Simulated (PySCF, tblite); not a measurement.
**1,2-bis(dimethylphosphino)ethane (C₆H₁₆P₂): geometry, infrared bands and NMR shifts**

Wanted: the infrared bands and NMR shifts of 1,2-bis(dimethylphosphino)ethane (C₆H₁₆P₂) (`CP(C)CCP(C)C`), by calculation.

Programs: tblite 0.8.0 and PySCF 2.14.0, with density-fitted response routines of our own. Each step states its level of theory. These are calculated values for one molecule in the gas phase, unless marked as measured. Atoms count from 0, in the outputs and in this text.

### 1 The molecule as given

24 atoms, charge 0, multiplicity 1; geometry from: force field or distance geometry start.

Bonds of the start (Å): C0–P1 1.82, P1–C2 1.82, P1–C3 1.86, C3–C4 1.53, C4–P5 1.86, P5–C6 1.84, P5–C7 1.83, C0–H8 1.09, C0–H9 1.09, C0–H10 1.10, C2–H11 1.08, C2–H12 1.09, C2–H13 1.10, C3–H14 1.09, C3–H15 1.08, C4–H16 1.09, C4–H17 1.09, C6–H18 1.10, C6–H19 1.09, C6–H20 1.10, C7–H21 1.10, C7–H22 1.10, C7–H23 1.09.

### 2 Optimising the geometry with GFN2-xTB

Job settings and geometry (Å):

```
{"job": {"kind": "relax", "xc": "GFN2-xTB", "basis": "xTB"}, "charge": 0, "multiplicity": 1}
C     -3.323400    -1.039400    -0.404600
P     -2.089400    -0.382300     0.767600
C     -2.583800     1.373400     0.823300
C     -0.617500    -0.277500    -0.362100
C      0.614700     0.282900     0.357500
P      2.078600     0.385800    -0.783500
C      3.331800     1.039200     0.396500
C      2.598200    -1.372700    -0.819200
H     -3.091500    -2.073100    -0.673500
H     -3.372700    -0.444100    -1.317700
H     -4.330300    -1.026400     0.048500
H     -1.881500     1.966900     1.398700
H     -2.665000     1.806100    -0.174700
H     -3.568000     1.475800     1.295100
H     -0.412000    -1.291300    -0.710100
H     -0.874900     0.319000    -1.221000
H      0.872300    -0.315000     1.233000
H      0.406500     1.294000     0.708600
H      3.095000     2.072600     0.677000
H      4.331500     1.025800    -0.047500
H      3.364300     0.449100     1.322900
H      1.875800    -1.967800    -1.399100
H      2.665100    -1.797300     0.193900
H      3.564700    -1.484000    -1.302000
```

On the command line:

```
$ OMP_NUM_THREADS=1 python probes_run.py task.json out
```

This one command runs all jobs of the session in turn.

**Question.** This job is followed by: GFN2-xTB harmonic vibrations, gas phase; GIAO PBE0/pcSseg-1 NMR shielding, non-relativistic, gas phase. Predict these results of the whole session: strongest single infrared mode (GFN2-xTB); zero-point energy (GFN2-xTB); 13C shifts against TMS (PBE0/pcSseg-1, means over atoms taken as alike); 1H shifts against TMS (PBE0/pcSseg-1, means over atoms taken as alike); 31P shifts against H3PO4 (PBE0/pcSseg-1, means over atoms taken as alike); surface potential, 1st and 99th percentile.

The runs gave:

```
                                                                 quantity                value
                                strongest single infrared mode (GFN2-xTB)  896 cm⁻¹, 92 km/mol
                                             zero-point energy (GFN2-xTB)       127.5 kcal/mol
  13C shifts against TMS (PBE0/pcSseg-1, means over atoms taken as alike)       35.9, 18.2 ppm
   1H shifts against TMS (PBE0/pcSseg-1, means over atoms taken as alike)       1.20, 1.00 ppm
31P shifts against H3PO4 (PBE0/pcSseg-1, means over atoms taken as alike)            -65.6 ppm
                                    surface potential, 1st and 99th percentile   -1.28 V and 0.74 V
```

In words: Over 22 steps the energy fell by 0.089 eV; of the close pairs, C0–P1 changed most, 1.824 to 1.852 Å. All 66 modes are real, so the xTB geometry is a minimum. The strongest single mode, at 896 cm⁻¹, is spread over many atoms; the largest shares are those of H23. Unscaled tight-binding wavenumbers are off by several per cent, some by more. Its intensities can rank the bands wrongly. At PBE0/pcSseg-1: Shielding is most anisotropic at P1, P5 (span 67 ppm, paramagnetic term -584 ppm).
